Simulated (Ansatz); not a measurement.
# C2H7ClInN: a ladder of functionals and wavefunction methods

An exercise on one series of results from a longer session: the logs are not shown, and one member is left open.

Method: functionals in def2-TZVPP, the program's frozen cores in correlated methods; program: Ansatz 0.2.0, Gaussian basis.

Levels to be run: PBE-D4, r2SCAN-D4, PBE0-D4, B3LYP-D4, ωB97X-V, ωB97M-V, B2PLYP; CCSD(T)/def2-TZVPP; MP2/def2-QZVPP; extrapolation to the limit.

### The geometry

An earlier PBE0-D4 in a triple-zeta def2 set relaxation fixed the geometry. In takes the def2 core potential; no spin-orbit term is included.

12 atoms, charge 0, spin multiplicity 1.

Atoms are counted from 1 here; the program's logs count them from 0.

Bond lengths: C1–C2 1.521 Å, C1–H6 1.095 Å, C1–H7 1.092 Å, C1–H8 1.092 Å, C2–In3 2.143 Å, C2–H9 1.093 Å, C2–H10 1.093 Å, In3–N4 2.005 Å, In3–Cl5 2.359 Å, N4–H11 1.009 Å, N4–H12 1.008 Å. Angles: C2–C1–H6 110.8°, C2–C1–H7 111.9°, C2–C1–H8 111.9°, H6–C1–H7 107.5°, H6–C1–H8 107.6°, H7–C1–H8 106.8°, C1–C2–In3 113.1°, C1–C2–H9 111.7°, C1–C2–H10 111.6°, In3–C2–H9 107.1°, In3–C2–H10 106.4°, H9–C2–H10 106.5°, C2–In3–N4 135.9°, C2–In3–Cl5 115.6°, N4–In3–Cl5 108.2°, In3–N4–H11 117.0°, In3–N4–H12 120.5°, H11–N4–H12 110.3°.

Coordinates:

| atom | x (Å) | y (Å) | z (Å) |
| --- | --- | --- | --- |
| C1 | 0.38816 | 1.43876 | 1.42880 |
| C2 | 0.90029 | 0.22691 | 0.66571 |
| In3 | -0.51085 | -0.52925 | -0.75886 |
| N4 | -0.53352 | -1.99908 | -2.12256 |
| Cl5 | -2.48698 | 0.73570 | -1.00354 |
| H6 | 1.14436 | 1.80391 | 2.13084 |
| H7 | -0.51075 | 1.20805 | 2.00399 |
| H8 | 0.13213 | 2.26291 | 0.76028 |
| H9 | 1.15151 | -0.59679 | 1.33842 |
| H10 | 1.80988 | 0.45952 | 0.10565 |
| H11 | -1.42727 | -2.23477 | -2.52756 |
| H12 | 0.01993 | -2.83088 | -1.98698 |

The first run:

Input file in.yaml:

```yaml
crystal:
  periodic: [false, false, false]
  atoms:
    - {symbol: C, position_ang: [0.388164, 1.438756, 1.428804]}
    - {symbol: C, position_ang: [0.900286, 0.226908, 0.665709]}
    - {symbol: In, position_ang: [-0.510852, -0.529247, -0.758857]}
    - {symbol: N, position_ang: [-0.533518, -1.999079, -2.122558]}
    - {symbol: Cl, position_ang: [-2.486979, 0.735700, -1.003538]}
    - {symbol: H, position_ang: [1.144364, 1.803914, 2.130836]}
    - {symbol: H, position_ang: [-0.510747, 1.208051, 2.003994]}
    - {symbol: H, position_ang: [0.132131, 2.262914, 0.760277]}
    - {symbol: H, position_ang: [1.151509, -0.596785, 1.338422]}
    - {symbol: H, position_ang: [1.809880, 0.459516, 0.105655]}
    - {symbol: H, position_ang: [-1.427268, -2.234770, -2.527562]}
    - {symbol: H, position_ang: [0.019930, -2.830879, -1.986984]}
basis:
  gaussian: {orbitals: def2-TZVPP}
hamiltonian: {xc: pbe, dispersion: d4}
output: {forces: true, orbitals: {seedname: orbitals}}
```

Launch:

```console
> ansatz run in.yaml --threads 2 --pin off --events-out ev --progress --plain --max-ram 32768MiB --backend cuda --devices 0, --max-vram 18GiB
```

Among the steps run: PBE-D4 (GGA); r2SCAN-D4 (meta-GGA); PBE0-D4 (hybrid); B3LYP-D4 (hybrid); ωB97X-V (range-separated); ωB97M-V (range-separated); B2PLYP (double hybrid); CCSD(T) in def2-TZVPP; MP2 in def2-QZVPP.

One table of the session follows, with a row left open; its other results are not shown here.

It belongs to the step «Atomisation energies». 

```
            method  atomisation energy (kJ/mol)
            PBE-D4                       4165.9
         r2SCAN-D4                       4101.2
           PBE0-D4                       4106.4
          B3LYP-D4                       4086.3
           ωB97X-V                       4119.7
           ωB97M-V                       4116.6
            B2PLYP                       4047.9
     HF/def2-TZVPP                       2956.3
    MP2/def2-TZVPP                       4047.7
   CCSD/def2-TZVPP                       3942.3
CCSD(T)/def2-TZVPP                            ?
           MP2/CBS                       4163.6
       CCSD(T)/CBS                       4119.7
```

Estimate the missing values for CCSD(T)/def2-TZVPP.

**Answer.** atomisation energy (kJ/mol): 4003.8. In the column «atomisation energy (kJ/mol)» it lies between CCSD/def2-TZVPP (3942.3) and MP2/def2-TZVPP (4047.7).

To keep in mind: Free atoms (2 C, 1 In, 1 N, 1 Cl, 7 H) were run apart at each level; the atomisation energy is their sum less the molecule, without zero-point or spin-orbit terms.
